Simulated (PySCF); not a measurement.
# CoF5 ([CoF5]2-): the cost of one run

Computed with PySCF 2.14.0 and routines of our own; the level stands in each step. Atoms count from 0.

## 1. The system as given

6 atoms, charge -2, states of the metal's open shell are computed; geometry from: model geometry, bond lengths from ionic radii.

## 2. Ligand-field states: state-averaged CASSCF in water

Job settings and geometry (Å):

```
{"job": {"kind": "lf", "basis": {"metal": "x2c-TZVPall", "ligand": "x2c-SVPall"}, "nevpt": true, "solvent": "water"}, "charge": -2, "metal": "Co", "open_shell": "d6"}
Co     0.000000     0.000000     0.000000
F      0.000000     0.000000     1.850000
F      1.821894     0.000000    -0.321249
F     -1.821894     0.000000    -0.321249
F      0.000000     1.821894    -0.321249
F     -0.000000    -1.821894    -0.321249
```

Level: state-averaged CASSCF of the metal d shell, SC-NEVPT2 on the averaged canonical orbitals, state-interaction spin-orbit coupling.

On the command line:

```bash
$ OMP_NUM_THREADS=1 python lf_run.py task.json out
```

This one command runs all jobs of the session in turn.

Q: Estimate the wall time and peak memory of this first job on 1 thread of Arm Neoverse V2, shared host.

About 9.2 s, with a peak of 0.3 GiB.
